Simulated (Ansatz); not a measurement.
This script for the Ansatz DFT code, driven from Python starts 8 runs on FH₃SeSn, SMILES [F][SnH2][SeH]. What input does the engine get in each?

Script `fh3sesn_scan.py`:
```python
"""Stretching a bond of FH3SeSn, the rest held rigid."""

import ansatz as az
import numpy as np

params = {
    "basis": "def2-SVP",
    "xc": "CAM-B3LYP",
}

geometry_ang = [
    ("F", [-1.9657, -0.0024, -0.4928]),
    ("Sn", [-0.1147, -0.3512, -0.5043]),
    ("Se", [0.806, 0.0648, 1.8146]),
    ("H", [0.2162, -2.0114, -0.9538]),
    ("H", [0.7011, 0.6862, -1.6716]),
    ("H", [0.3992, 1.5499, 1.7617]),
]
geometry = az.Crystal.molecule()
for symbol, xyz in geometry_ang:
    geometry = geometry.atom(symbol, xyz)

symbols = [site.symbol for site in geometry.cartesian_sites]
start = np.array([site.position_ang for site in geometry.cartesian_sites])
axis = (start[5] - start[2]) / np.linalg.norm(start[5] - start[2])
moving = [5]
lengths, energies = [1.356, 1.417, 1.479, 1.541, 1.602, 1.664, 1.726, 1.818], []
for length in lengths:
    xyz = start.copy()
    xyz[moving] += (length - np.linalg.norm(start[5] - start[2])) * axis
    point = az.Crystal.molecule()
    for symbol, place in zip(symbols, xyz):
        point = point.atom(symbol, place.tolist())
    job = (
        point.calculation()
        .basis(gaussian=params["basis"])
        .functional(params["xc"])
    )
    report = job.run(threads=1, backend="cpu").report
    energies.append(report["free_energy_ev"])
    print(f"r = {length:6.3f} A  E = {energies[-1]:.5f} eV  <S^2> = {abs(report['mean_field']['state']['spin_squared']):.3f}")

# quartic fit about the minimum
fit = np.polynomial.Polynomial.fit(lengths, np.array(energies) - min(energies), 4).convert()
roots = [r.real for r in fit.deriv().roots() if abs(r.imag) < 1e-9 and fit.deriv(2)(r.real) > 0]
r_e = min(roots, key=lambda r: abs(r - lengths[int(np.argmin(energies))]))
print(f"minimum of the fit at {r_e:.4f} A, force constant {fit.deriv(2)(r_e):.2f} eV/A^2")
```

Run 1:
```yaml
crystal:
  periodic: [false, false, false]
  atoms:
    - { symbol: F, position_ang: [-1.9657, -0.0024, -0.4928] }
    - { symbol: Sn, position_ang: [-0.1147, -0.3512, -0.5043] }
    - { symbol: Se, position_ang: [0.806, 0.0648, 1.8146] }
    - { symbol: H, position_ang: [0.2162, -2.0114, -0.9538] }
    - { symbol: H, position_ang: [0.7011, 0.6862, -1.6716] }
    - { symbol: H, position_ang: [0.44797120090653064, 1.3718515475263307, 1.7680421743558394] }
basis:
  gaussian:
    orbitals: def2-SVP
hamiltonian:
  xc: cam_b3lyp
```

Run 2, against run 1:
```diff
-    - { symbol: H, position_ang: [0.44797120090653064, 1.3718515475263307, 1.7680421743558394] }
+    - { symbol: H, position_ang: [0.4318651856080782, 1.4306495891185917, 1.7659477588954458] }
```

Run 3, against run 1:
```diff
-    - { symbol: H, position_ang: [0.44797120090653064, 1.3718515475263307, 1.7680421743558394] }
+    - { symbol: H, position_ang: [0.4154951372719461, 1.4904115330320378, 1.7638190087553736] }
```

Run 4, against run 1:
```diff
-    - { symbol: H, position_ang: [0.44797120090653064, 1.3718515475263307, 1.7680421743558394] }
+    - { symbol: H, position_ang: [0.39912508893581405, 1.5501734769454834, 1.7616902586153014] }
```

Run 5, against run 1:
```diff
-    - { symbol: H, position_ang: [0.44797120090653064, 1.3718515475263307, 1.7680421743558394] }
+    - { symbol: H, position_ang: [0.38301907363736143, 1.6089715185377447, 1.7595958431549077] }
```

Run 6, against run 1:
```diff
-    - { symbol: H, position_ang: [0.44797120090653064, 1.3718515475263307, 1.7680421743558394] }
+    - { symbol: H, position_ang: [0.36664902530122945, 1.6687334624511903, 1.7574670930148355] }
```

Run 7, against run 1:
```diff
-    - { symbol: H, position_ang: [0.44797120090653064, 1.3718515475263307, 1.7680421743558394] }
+    - { symbol: H, position_ang: [0.35027897696509736, 1.728495406364636, 1.755338342874763] }
```

Run 8, against run 1:
```diff
-    - { symbol: H, position_ang: [0.44797120090653064, 1.3718515475263307, 1.7680421743558394] }
+    - { symbol: H, position_ang: [0.32598793749857874, 1.8171744199136204, 1.7521795523443335] }
```

`python fh3sesn_scan.py` gives:
```text
r =  1.356 A  E = -73939.42005 eV  <S^2> = 0.000
r =  1.417 A  E = -73939.55985 eV  <S^2> = 0.000
r =  1.479 A  E = -73939.59282 eV  <S^2> = 0.000
r =  1.541 A  E = -73939.54363 eV  <S^2> = 0.000
r =  1.602 A  E = -73939.43600 eV  <S^2> = 0.000
r =  1.664 A  E = -73939.28281 eV  <S^2> = 0.000
r =  1.726 A  E = -73939.09819 eV  <S^2> = 0.000
r =  1.818 A  E = -73938.78678 eV  <S^2> = 0.000
minimum of the fit at 1.4703 A, force constant 22.34 eV/A^2
```

Caveats:
- Total energies depend on the basis set; only differences at equal settings carry meaning.
- The rest of the molecule is held rigid at a force-field or estimated start geometry, and the basis set is modest; single-reference methods fail as a bond breaks.
- def2 sets replace the cores of elements past krypton by effective core potentials.
- The orbitals are restricted, so S² is zero by construction.
- Finished in 30 s on 1 thread of Arm Neoverse V1, with other jobs on the host, peak memory 0.28 GiB.
